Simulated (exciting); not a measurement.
GdAl, 2 atoms in the cell. Symmetry: Pm-3m, No. 221, cubic system. The conventional cell has a = 3.628 Å, b = 3.628 Å, c = 3.628 Å, α = 90.00°, β = 90.00°, γ = 90.00°. Gd (site symmetry m-3m) has 8 Al at 3.14 Å as nearest neighbours. Al (site symmetry m-3m) is surrounded by 8 Gd at 3.14 Å. The cell comes from a database or a generator and needn't be the stable form of this composition.

| Property | Result |
| --- | --- |
| Program | exciting (release sodium) |
| Task | single point |
| Functional | PBEsol |
| Potentials or basis | all-electron LAPW+lo, shipped species files, valence relativity iora* |
| rgkmax | 8.3 |
| k mesh | 7 × 7 × 7 |
| Occupations | fermi-dirac, width 0.05 eV |
| Spin | collinear spin, ferromagnetic start |
| reducebf | 0.5 |
| gmaxvr (cutoff of density and potential) | 14 1/bohr |
| lmaxapw (and lmaxmat) | 10 |
| lmaxvr | 8 |
| nempty | 26 |
| Valence relativity | iora* |
| epsengy | 1e-05 Ha |
| epspot | 1e-05 Ha |
| maxscl | 90 |
| Muffin-tin radii | Gd 2.3, Al 2.0 bohr |

Potentials or basis: all-electron LAPW+lo, shipped species files, valence relativity iora*.

Command:

```console
$ OMP_NUM_THREADS=1 exciting_smp
```

Hardware: 1 thread of Arm Neoverse V2, with other jobs on the host.

Problem. Estimate the wall time of this run.

Solution. Wall time 2.7 min on 1 thread of Arm Neoverse V2, with other jobs on the host, peak memory 0.17 GiB. Counts: scf iterations 25, plane waves 397.
